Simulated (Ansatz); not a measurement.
Run this with the Ansatz DFT code, driven from Python and show what comes out.

The script, `dimer_br2h2si.py`:
```python
import ansatz as az

FIRST = [
    ('Br', (-1.6947, -1.2133, 0.3635)),
    ('Si', (0.1336, -0.044, 0.0578)),
    ('Br', (-0.3333, 1.83, -1.0533)),
    ('H', (1.1646, -0.8542, -0.7311)),
    ('H', (0.7297, 0.2813, 1.3631)),
]
SECOND = [
    ('Br', (-0.4457, -0.7741, 4.0327)),
    ('Si', (-2.4013, -1.745, 4.2235)),
    ('Br', (-2.4205, -3.6583, 3.0818)),
    ('H', (-3.5092, -0.8314, 3.6948)),
    ('H', (-2.6813, -2.0052, 5.6444)),
]

def energy(atoms, ghosts=()):
    molecule = az.Crystal.molecule()
    for symbol, xyz in atoms:
        molecule = molecule.atom(symbol, xyz)
    calc = (
        molecule.calculation()
        .basis(gaussian='def2-SVP')
        .correlation('MP2')
    )
    deck = calc.input()
    if ghosts:
        deck = deck.set(az.key.basis.gaussian.ghost_atoms, [{'symbol': s, 'position_ang': list(xyz)} for s, xyz in ghosts])
    return az.Session.from_dict(deck).plan().execute().report['free_energy_ev']

both = energy(FIRST + SECOND)
alone = energy(FIRST) + energy(SECOND)
ghosted = energy(FIRST, SECOND) + energy(SECOND, FIRST)
print(f'dimer {both:.6f} eV')
print(f'interaction, uncorrected   {23.060548 * (both - alone):8.3f} kcal/mol')
print(f'interaction, counterpoise  {23.060548 * (both - ghosted):8.3f} kcal/mol')
print(f'basis-set superposition    {23.060548 * (alone - ghosted):8.3f} kcal/mol')
```

```console
$ python dimer_br2h2si.py
dimer -295779.952106 eV
interaction, uncorrected     -1.627 kcal/mol
interaction, counterpoise     0.502 kcal/mol
basis-set superposition       2.129 kcal/mol
```

Uncorrected it is -1.627 kcal/mol, with the counterpoise correction 0.502 kcal/mol; the difference, 2.13 kcal/mol, is the superposition error. The sign changes with the correction, so this basis doesn't settle it.

Caveats:
- Total energies depend on the basis set; only differences at equal settings carry meaning.
- The dimer is a generated trial pose of unrelaxed monomers, not a minimum, so the figure is no binding energy, and the basis set is small.
- Wall time of the script: 48 s on 1 thread of Arm Neoverse V1, with other jobs on the host, peak memory 0.68 GiB.
